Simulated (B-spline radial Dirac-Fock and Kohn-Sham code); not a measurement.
# Inner shells of Tm⁴⁸⁺

Wanted for Tm⁴⁸⁺: its X-ray form factor and Compton profile and the binding energy of each subshell.

Method: a free atom or ion on a radial basis; each step names its model; computed with B-spline radial Dirac-Fock and Kohn-Sham code, version 2.

### Step 1. The system

Thulium as Tm⁴⁸⁺, [Ar] 3d3.

| Property | Result |
| --- | --- |
| nuclear charge | 69 |
| electrons | 21 |
| mass number | 169 |
| nuclear rms radius | 5.2256 fm |

### Step 2. Form factor and Compton profile

Model: Dirac-Fock average of configuration, finite nucleus; form factor of the spherical density, Waller-Hartree incoherent function, impulse-approximation Compton profiles.

Settings, as recorded:

```ini
task = scatter
Z = 69
charge = 48
configuration = 1s2 2s2 2p6 3s2 3p6 3d3
mass_number = 169
rms_radius = 5.2256  # fm
s = [0.0, 0.07, 0.08, 0.1, 0.12, 0.14, 0.17, 0.2, 0.24, 0.28, 0.33, 0.4, 0.47, 0.56, 0.67, 0.79, 0.94, 1.12, 1.33, 1.58, 1.88, 2.24, 2.66]  # 1/A
pz = [0, 0.1, 0.2, 0.3, 0.4, 0.5, 0.6, 0.8, 1.0, 1.2, 1.4, 1.6, 1.8, 2.0, 2.5, 3.0, 4.0, 5.0, 7.0, 10.0, 15.0, 20.0, 30.0, 40.0, 60.0, 100.0]  # a.u.
photon_energy = [1000, 2000, 5000, 8047.8, 10000, 17479.3, 50000, 100000]  # eV
```

Results of the run (chosen fields of its result record, rounded):

```text
{
  "status": "converged",
  "form_factor [e]": [21.0, 20.98, 20.973, 20.958, 20.94, 20.919, 20.88, 20.835, 20.762, 20.678, 20.554, 20.35, 20.11, 19.753, 19.249, 18.625, 17.757, 16.622, 15.232, 13.579, 11.724, 9.8237, 8.134],
  "incoherent": [2.0188e-11, 0.020018, 0.026138, 0.04081, 0.058713, 0.07983, 0.11748, 0.16223, 0.23277, 0.31548, 0.43549, 0.63325, 0.86363, 1.2037, 1.678, 2.2562, 3.0448, 4.0488, 5.2432, 6.6252, 8.1499, 9.734, 11.249],
  "compton_total [1/a.u.]": [0.77424, 0.77419, 0.77402, 0.77374, 0.77335, 0.77285, 0.77223, 0.77067, 0.76866, 0.76621, 0.76332, 0.75999, 0.75622, 0.75202, 0.73964, 0.72466, 0.68751, 0.64222, 0.53715, 0.38338, 0.21928, 0.13908, 0.062044, 0.030037, 0.0094346, 0.0017411],
  "shells": ["1s1/2", "2s1/2", "2p1/2", "2p3/2", "3s1/2", "3p1/2", "3p3/2", "3d3/2", "3d5/2"],
  "occupation": [2.0, 2.0, 2.0, 4.0, 2.0, 2.0, 4.0, 1.2, 1.8],
  "mean_momentum [a.u.]": [69.555, 25.088, 33.107, 29.912, 13.618, 16.131, 15.232, 18.202, 17.872],
  "r2 [bohr^2]": 0.56434,
  "r_inverse [1/bohr]": 376.92,
  "r1 [bohr]": 2.8463,
  "coherent [b]": [293.0, 291.87, 284.18, 270.56, 259.42, 208.31, 72.609, 27.263],
  "incoherent_cross_section [b]": [0.0087924, 0.03488, 0.21038, 0.51748, 0.76706, 1.9211, 5.5898, 7.1608],
  "radial_jk": {
    "3d": {"j0": [1.0, 0.99861, 0.99818, 0.99716, 0.99592, 0.99445, 0.99183, 0.98871, 0.98378, 0.97799, 0.96956, 0.95559, 0.93922, 0.91482, 0.88035, 0.83762, 0.77807, 0.70015, 0.60449, 0.49037, 0.36207, 0.23086, 0.11619], "j2": [0.0, 0.0005559, 0.00072585, 0.0011333, 0.0016305, 0.002217, 0.0032627, 0.0045057, 0.006465, 0.0087625, 0.012096, 0.017589, 0.023987, 0.033422, 0.046559, 0.062504, 0.084053, 0.11095, 0.14164, 0.17416, 0.20365, 0.22225, 0.22157], "j4": [0.0, 1.2323e-07, 2.1016e-07, 5.1273e-07, 1.0623e-06, 1.966e-06, 4.2666e-06, 8.1558e-06, 1.6854e-05, 3.1098e-05, 5.9645e-05, 0.00012748, 0.00024014, 0.00047539, 0.00094904, 0.0017739, 0.0033847, 0.0063626, 0.011504, 0.020086, 0.03355, 0.052655, 0.075389], "r2": 0.038521, "r4": 0.0024827, "r6": 0.00024116}
  }
}
```

The scattering functions against s = sin θ / λ:

```csv
s (1/Å),f (e),f / N,S(s)
0,21.00,1.000,0
0.0800,20.97,0.999,0.02614
0.120,20.94,0.997,0.05871
0.170,20.88,0.994,0.1175
0.240,20.76,0.989,0.2328
0.330,20.55,0.979,0.4355
0.470,20.11,0.958,0.8636
0.670,19.25,0.917,1.678
0.940,17.76,0.846,3.045
1.33,15.23,0.725,5.243
1.88,11.72,0.558,8.150
2.66,8.134,0.387,11.25
```

### Step 3. Hole states by ΔSCF

Model: Dirac-Fock average of configuration, Delta-SCF, finite nucleus, first-order Breit with its frequency dependence, self-energy and vacuum polarisation.

Settings, as recorded:

```ini
task = binding
```

Results of the run (chosen fields of its result record, rounded):

```text
{
  "status": "converged",
  "shells": ["K", "L1", "L2", "L3", "M1", "M2", "M3", "M4,5"],
  "total_energy_parts [Ha]": [-11545.0411, 13.5617319, -1.35224774, -0.229098563, 10.6995931, -1.79861587],
  "koopmans [eV]": [62760.5, 13131.5, 12652.1, 11656.5, 4913.25, 4712.84, 4469.94, 4173.93],
  "dirac_coulomb [eV]": [62721.6, 13120.6, 12638.3, 11644.3, 4911.75, 4711.0, 4468.38, 4171.76],
  "gaunt [eV]": [-201.668, -22.0226, -36.3761, -25.2242, -4.98983, -8.35902, -5.79834, -2.98257],
  "retardation [eV]": [15.2607, 1.72018, 3.69687, 3.7221, 0.498286, 1.00418, 1.01998, 0.559155],
  "breit_frequency [eV]": [2.88989, -0.217956, -0.0399005, 1.23483, -0.0657306, -0.0646445, 0.289634, -0.00736965],
  "self_energy [eV]": [-115.06, -16.2983, 0.127387, -1.1224, -4.16218, -0.0894291, -0.357171, 0.157403],
  "vacuum_polarisation [eV]": [20.2509, 2.67402, 0.0736532, -0.099821, 0.659497, 0.0241422, -0.0253738, -0.0271314],
  "binding [eV]": [62443.2, 13086.4, 12605.7, 11622.8, 4903.69, 4703.52, 4463.51, 4169.46],
  "mean_radius [bohr]": [0.0200071, 0.0835976, 0.0695681, 0.0767263, 0.208237, 0.197324, 0.208642, 0.183868]
}
```

total_energy_parts: Dirac-Coulomb, Gaunt, retardation, frequency dependence, self-energy, vacuum polarisation. 

Each level as Koopmans' value plus corrections (eV):

```csv
level,-ε,relaxation,Breit,QED,binding
K,62760.5,-38.92,-183.52,-94.81,62443.2
L1,13131.5,-10.98,-20.52,-13.62,13086.4
L2,12652.1,-13.88,-32.72,0.20,12605.7
L3,11656.5,-12.14,-20.27,-1.22,11622.8
M1,4913.2,-1.50,-4.56,-3.50,4903.7
M2,4712.8,-1.84,-7.42,-0.07,4703.5
M3,4469.9,-1.56,-4.49,-0.38,4463.5
"M4,5",4173.9,-2.18,-2.43,0.13,4169.5
```

Line energies follow by subtraction:

```csv
line,energy (eV)
Kβ1 (K-M3),57979.7
Kβ3 (K-M2),57739.7
Kα1 (K-L3),50820.4
Kα2 (K-L2),49837.5
Lβ3 (L1-M3),8622.9
Lβ4 (L1-M2),8382.9
Lη (L2-M1),7702.1
Lℓ (L3-M1),6719.1
```

### Step 4. Summary of results

| quantity | value |
| --- | --- |
| rms radius of the electron cloud | 0.164 bohr |
| form factor halves at | 2.1 1/Å |
| Compton profile at zero | 0.7742 1/a.u. |
| deepest level listed, K (1s) | 62443.2 eV |
| least bound, M4,5 (3d) | 4169.5 eV |
| Kα1 | 50820.4 eV |
| ionisation energy, NIST (theoretical) | 4199.00 eV |

In words: The form factor starts at the 21 electrons and halves by s = 2.1 1/Å. The K (1s) level lies 38.9 eV under Koopmans' value by relaxation alone; Breit gives -183.52 and QED -94.81 eV. NIST's ionisation energy differs by +29.54 eV from the least binding energy; the calculation averages open shells over their j components and terms. The Hartree-Fock and Dirac-Fock values hold no electron correlation.
